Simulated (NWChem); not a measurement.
# the pair SF4···GeF2, step by step

Aim: the energy (singlet GeSF6, PBE0-D2/6-31G*), then a single-point energy (singlet SF4, PBE0-D2/6-31G*), then the energy (singlet GeF2, PBE0-D2/6-31G*), then the energy (singlet SF4, PBE0-D2/6-31G*), then a single-point energy (singlet GeF2, PBE0-D2/6-31G*) of F6GeS and its partners. 

Program for the calculation: NWChem 7.3.0.

## Step 1: The structure to begin with

The species is GeSF6 (8 atoms), meant as a singlet with charge 0. The two molecules were placed rigidly side by side, at 0.8 times their contact distance; the pair isn't optimised.

Bond lengths: F1–S2 1.553 Å, S2–F3 1.649 Å, S2–F4 1.649 Å, S2–F5 1.553 Å, F6–Ge7 1.745 Å, Ge7–F8 1.745 Å. Angles: F1–S2–F3 87.6°, F1–S2–F4 87.6°, F1–S2–F5 101.3°, F3–S2–F4 172.5°, F3–S2–F5 87.6°, F4–S2–F5 87.6°, F6–Ge7–F8 97.2°.

## Step 2: The energy at PBE0-D2/6-31G(d) (spherical functions) (run 1)

Input file struct.nw:

```
start struct
title "F6GeS"
memory total 2200 mb

geometry noautosym nocenter noautoz
F    -0.561200   -0.227980    1.172820
S     0.064000   -0.357380   -0.242980
F     1.536700   -0.461980    0.491420
F    -1.440100   -0.077280   -0.858180
F     0.400600    1.124620   -0.563080
F    -1.181380   -2.969480   -4.134230
Ge   -0.420210   -2.072460   -2.845740
F     0.525100   -1.003850   -3.850180
end

basis spherical bse
F library 6-31G*
S library 6-31G*
Ge library 6-31G*
end

dft
xc pbe0
disp vdw 2
grid fine
convergence energy 1e-08
iterations 100
mulliken
noprint "final vectors analysis"
end

task dft
```

Run with:

```bash
$ nwchem struct.nw > struct.out
```

Log:

```text
[...]
          Wavefunction type:  closed shell.
          No. of atoms     :     8
          No. of electrons :   102
[...]
          Charge           :     0
          Spin multiplicity:     1
[...]
          AO basis - number of functions:   134
[...]
              XC Information
              --------------
                         PBE0 Method XC Functional
                     Hartree-Fock (Exact) Exchange  0.250
          PerdewBurkeErnzerhof Exchange Functional  0.750
            Perdew 1991 LDA Correlation Functional  1.000 local
           PerdewBurkeErnz. Correlation Functional  1.000 non-local
[...]
 d= 0,ls=0.0,diis     1  -3072.6117331397 -3.92D+03  2.11D-02  2.96D+00     4.6
[...]
 d= 0,ls=0.0,diis    10  -3072.9511879323 -8.35D-09  6.13D-07  1.61D-08    34.8
         Total DFT energy =    -3072.951187932299
      One electron energy =    -5961.273294941228
           Coulomb energy =     2211.298287183639
    Exchange-Corr. energy =     -166.735393245427
 Nuclear repulsion energy =      843.762008202191
    Dispersion correction =       -0.002795131475
[...]
      Total Density - Mulliken Population Analysis
     ---------------------------------------------
    Atom       Charge   Shell Charges
 -----------   ------   -------------------------------------------------------
    1 F    9     9.29   2.00  0.95  3.28  1.03  2.02  0.02
    2 S   16    14.58   2.00  2.00  5.96  1.46  2.21  0.28  0.25  0.42
    3 F    9     9.40   2.00  0.94  3.28  1.04  2.13  0.02
    4 F    9     9.41   2.00  0.94  3.28  1.05  2.14  0.02
    5 F    9     9.29   2.00  0.95  3.28  1.03  2.01  0.02
    6 F    9     9.40   2.00  0.93  3.27  1.03  2.15  0.01
    7 Ge  32    31.23   2.00  2.00  6.00  2.00  5.99  1.58  1.06  0.28  0.15  6.87  2.94  0.36
    8 F    9     9.41   2.00  0.93  3.27  1.04  2.15  0.01
[...]
```

It took 35 s on 1 thread of Intel Xeon Platinum 8559C (Emerald Rapids), shared host; peak memory 0.12 GiB.

## Step 3: SF4: a single-point energy at PBE0-D2/6-31G(d) (spherical functions) (run 2)

Input file nw.nw:

```
start nw
title "F4S PBE0"
memory stack 880 mb heap 220 mb global 1100 mb

geometry units angstrom noautosym nocenter noautoz
  F       -0.561200      -0.227980       1.172820
  S        0.064000      -0.357380      -0.242980
  F        1.536700      -0.461980       0.491420
  F       -1.440100      -0.077280      -0.858180
  F        0.400600       1.124620      -0.563080
end

basis spherical bse
  * library 6-31G*
end

dft
  xc pbe0
  disp vdw 2
  grid fine
  convergence energy 1e-08
  iterations 100
  mulliken
  noprint "final vectors analysis"
end

task dft
```

Run with:

```bash
$ nwchem nw.nw > nw.out
```

Log:

```text
[...]
          Wavefunction type:  closed shell.
          No. of atoms     :     5
          No. of electrons :    52
[...]
          Charge           :     0
          Spin multiplicity:     1
[...]
          AO basis - number of functions:    74
[...]
              XC Information
              --------------
                         PBE0 Method XC Functional
                     Hartree-Fock (Exact) Exchange  0.250
          PerdewBurkeErnzerhof Exchange Functional  0.750
            Perdew 1991 LDA Correlation Functional  1.000 local
           PerdewBurkeErnz. Correlation Functional  1.000 non-local
[...]
 d= 0,ls=0.0,diis     1   -796.7189656500 -1.10D+03  2.79D-02  1.96D+00     1.2
[...]
 d= 0,ls=0.0,diis     8   -796.9353073393 -5.63D-09  1.99D-06  3.74D-08     6.7
         Total DFT energy =     -796.935307339306
      One electron energy =    -1700.345795204997
           Coulomb energy =      671.846494341508
    Exchange-Corr. energy =      -67.154395393473
 Nuclear repulsion energy =      298.719060577453
    Dispersion correction =       -0.000671659797
[...]
      Total Density - Mulliken Population Analysis
     ---------------------------------------------
    Atom       Charge   Shell Charges
 -----------   ------   -------------------------------------------------------
    1 F    9     9.30   2.00  0.95  3.28  1.03  2.02  0.02
    2 S   16    14.59   2.00  2.00  5.96  1.46  2.20  0.29  0.26  0.42
    3 F    9     9.41   2.00  0.94  3.28  1.04  2.14  0.02
    4 F    9     9.41   2.00  0.94  3.28  1.04  2.14  0.02
    5 F    9     9.30   2.00  0.95  3.28  1.03  2.02  0.02
[...]
```

It took 7.5 s on 1 thread of Intel Xeon Platinum 8559C (Emerald Rapids), shared host; peak memory 0.11 GiB.

## Step 4: GeF2: a single-point energy at PBE0-D2/6-31G(d) (spherical functions) (run 3)

Input file a.nw:

```
start a
memory stack 880 mb heap 220 mb global 1100 mb

geometry units angstrom noautosym nocenter noautoz
   F       -1.181380      -2.969480      -4.134230
   Ge      -0.420210      -2.072460      -2.845740
   F        0.525100      -1.003850      -3.850180
end

basis spherical bse
   * library 6-31G*
end

dft
   xc pbe0
   disp vdw 2
   grid fine
   convergence energy 1e-08
   iterations 100
   mulliken
   noprint "final vectors analysis"
end

task dft
```

Run with:

```bash
$ nwchem a.nw > a.out
```

Log:

```text
[...]
          Wavefunction type:  closed shell.
          No. of atoms     :     3
          No. of electrons :    50
[...]
          Charge           :     0
          Spin multiplicity:     1
[...]
          AO basis - number of functions:    60
[...]
              XC Information
              --------------
                         PBE0 Method XC Functional
                     Hartree-Fock (Exact) Exchange  0.250
          PerdewBurkeErnzerhof Exchange Functional  0.750
            Perdew 1991 LDA Correlation Functional  1.000 local
           PerdewBurkeErnz. Correlation Functional  1.000 non-local
[...]
 d= 0,ls=0.0,diis     1  -2275.9068505887 -2.47D+03  2.78D-02  8.99D-01     1.1
[...]
 d= 0,ls=0.0,diis     8  -2276.0175735115  2.32D-09  1.78D-06  5.20D-08     5.6
         Total DFT energy =    -2276.017573511508
      One electron energy =    -3553.823149189646
           Coulomb energy =     1186.315201427816
    Exchange-Corr. energy =      -99.572618133855
 Nuclear repulsion energy =      191.063316354566
    Dispersion correction =       -0.000323970389
[...]
      Total Density - Mulliken Population Analysis
     ---------------------------------------------
    Atom       Charge   Shell Charges
 -----------   ------   -------------------------------------------------------
    1 F    9     9.41   2.00  0.93  3.27  1.04  2.16  0.01
    2 Ge  32    31.19   2.00  2.00  6.00  2.00  5.99  1.56  1.04  0.31  0.13  6.87  2.94  0.35
    3 F    9     9.41   2.00  0.93  3.27  1.04  2.16  0.01
[...]
```

It took 6.3 s on 1 thread of Intel Xeon Platinum 8559C (Emerald Rapids), shared host; peak memory 0.11 GiB.

## Step 5: SF4 among ghost functions: a single-point energy at PBE0-D2/6-31G(d) (spherical functions, with ghost functions) (run 4)

Input file f4s.nw:

```
start f4s
memory total 2200 mb

geometry noautosym nocenter noautoz
  F     -0.561200    -0.227980     1.172820
  S      0.064000    -0.357380    -0.242980
  F      1.536700    -0.461980     0.491420
  F     -1.440100    -0.077280    -0.858180
  F      0.400600     1.124620    -0.563080
  bqF     -1.181380    -2.969480    -4.134230
  bqGe    -0.420210    -2.072460    -2.845740
  bqF      0.525100    -1.003850    -3.850180
end

basis spherical bse
  F library 6-31G*
  S library 6-31G*
  bqF library F 6-31G*
  bqGe library Ge 6-31G*
end

dft
  xc pbe0
  disp vdw 2
  grid fine
  convergence energy 1e-08
  iterations 100
  mulliken
  print low
end

task dft
```

Run with:

```bash
$ nwchem f4s.nw > f4s.out
```

Log:

```text
[...]
 d= 0,ls=0.0,diis     1   -796.7219500653 -1.10D+03  1.53D-02  1.96D+00     3.7
[...]
 d= 0,ls=0.0,diis    10   -796.9385413213 -2.89D-10  1.35D-07  2.41D-10    31.4
         Total DFT energy =     -796.938541321313
      One electron energy =    -1700.233312572724
           Coulomb energy =      671.721434472768
    Exchange-Corr. energy =      -67.145052139014
 Nuclear repulsion energy =      298.719060577453
    Dispersion correction =       -0.000671659797
[...]
      Total Density - Mulliken Population Analysis
     ---------------------------------------------
    Atom       Charge   Shell Charges
 -----------   ------   -------------------------------------------------------
    1 F    9     9.29   2.00  0.95  3.28  1.03  2.02  0.02
    2 S   16    14.56   2.00  2.00  5.96  1.46  2.20  0.28  0.24  0.42
    3 F    9     9.41   2.00  0.94  3.28  1.04  2.14  0.02
    4 F    9     9.40   2.00  0.94  3.28  1.05  2.13  0.02
    5 F    9     9.29   2.00  0.95  3.28  1.03  2.02  0.02
    6 X    0    -0.00   0.00  0.00  0.00 -0.00 -0.00 -0.00
    7 X    0     0.04  -0.00 -0.00  0.00 -0.00 -0.00 -0.00 -0.00  0.01  0.02  0.00 -0.00  0.00
    8 X    0    -0.00   0.00  0.00  0.00 -0.00 -0.00 -0.00
[...]
```

Wall time 32 s (1 thread of Intel Xeon Platinum 8559C (Emerald Rapids), shared host); peak memory 0.12 GiB.

## Step 6: GeF2 among ghost functions: the energy at PBE0-D2/6-31G(d) (spherical functions, with ghost functions) (run 5)

Input file a.nw:

```
start a
title "F2Ge"
memory 2200 mb
charge 0

geometry units atomic noautosym nocenter noautoz
  F   -2.23248465  -5.61150393  -7.81256244
  Ge  -0.79408181  -3.91638180  -5.37766922
  F    0.99229519  -1.89700157  -7.27578573
  bqF     -1.060514    -0.430820     2.216309
  bqS      0.120942    -0.675350    -0.459166
  bqF      2.903942    -0.873016     0.928649
  bqF     -2.721395    -0.146038    -1.621725
  bqF      0.757024     2.125224    -1.064067
end

basis spherical bse
  F library 6-31G*
  Ge library 6-31G*
  bqF library F 6-31G*
  bqS library S 6-31G*
end

dft
  xc pbe0
  disp vdw 2
  grid fine
  convergence energy 1e-08
  maxiter 100
  mulliken
  print low
end

task dft energy
```

Run with:

```bash
$ nwchem a.nw > a.out
```

Log:

```text
[...]
 d= 0,ls=0.0,diis     1  -2275.9084034005 -2.47D+03  1.26D-02  8.98D-01     3.9
[...]
 d= 0,ls=0.0,diis    10  -2276.0191179038 -9.00D-11  1.06D-07  2.07D-10    31.5
         Total DFT energy =    -2276.019117903805
      One electron energy =    -3553.788243444410
           Coulomb energy =     1186.275763726850
    Exchange-Corr. energy =      -99.569616698806
 Nuclear repulsion energy =      191.063302483010
    Dispersion correction =       -0.000323970449
[...]
      Total Density - Mulliken Population Analysis
     ---------------------------------------------
    Atom       Charge   Shell Charges
 -----------   ------   -------------------------------------------------------
    1 F    9     9.40   2.00  0.93  3.27  1.04  2.15  0.01
    2 Ge  32    31.19   2.00  2.00  6.00  2.00  5.99  1.56  1.05  0.30  0.13  6.87  2.94  0.35
    3 F    9     9.40   2.00  0.93  3.27  1.04  2.15  0.01
    4 X    0    -0.00   0.00  0.00  0.00 -0.00 -0.00 -0.00
    5 X    0     0.01  -0.00 -0.00 -0.00 -0.00  0.00  0.00  0.00  0.00
    6 X    0    -0.00   0.00  0.00 -0.00 -0.00 -0.00 -0.00
    7 X    0     0.00  -0.00 -0.00 -0.00  0.00  0.00  0.00
    8 X    0    -0.00  -0.00 -0.00 -0.00 -0.00  0.00 -0.00
[...]
```

Wall time 32 s (1 thread of Intel Xeon Platinum 8559C (Emerald Rapids), shared host); peak memory 0.12 GiB.

## Step 7: Outcome

```
                                                                                                               quantity           value
                                                                                    run 1, PBE0-D2/6-31G*: total energy  -3072.95119 Eh
                                                                                   run 1, PBE0-D2/6-31G*: dipole moment          2.24 D
                                                                               run 1, PBE0-D2/6-31G*: dispersion energy    -7.34 kJ/mol
                                                                                                      SF4: total energy   -796.93531 Eh
                                                                                                     SF4: dipole moment          0.63 D
                                                                                                 SF4: dispersion energy    -1.76 kJ/mol
                                                                                                     GeF2: total energy  -2276.01757 Eh
                                                                                                    GeF2: dipole moment          2.16 D
                                                                                                GeF2: dispersion energy    -0.85 kJ/mol
                                                                                SF4 among ghost functions: total energy   -796.93854 Eh
                                                                           SF4 among ghost functions: dispersion energy    -1.76 kJ/mol
                                                                               GeF2 among ghost functions: total energy  -2276.01912 Eh
                                                                          GeF2 among ghost functions: dispersion energy    -0.85 kJ/mol
              interaction energy of the rigid parts SF4 and GeF2 (parts in their own basis; closest atoms 3.00 Å apart)        0.046 eV
interaction energy of the rigid parts SF4 and GeF2 (parts in the whole basis, counterpoise; closest atoms 3.00 Å apart)        0.176 eV
```

What this shows: The interaction energy of the rigid parts SF4 and GeF2 (parts in their own basis; closest atoms 3.00 Å apart) is 0.05 eV (1.1 kcal/mol): the parts repel at this shape. Without counterpoise this holds the superposition error of the basis. The interaction energy of the rigid parts SF4 and GeF2 (parts in the whole basis, counterpoise; closest atoms 3.00 Å apart) is 0.18 eV (17.0 kJ/mol): the parts repel at this shape. The basis-set superposition error is 12.5 kJ/mol. Mulliken charges (SF4) run from -0.41 on F3 to +1.41 on S2; they depend strongly on the basis.
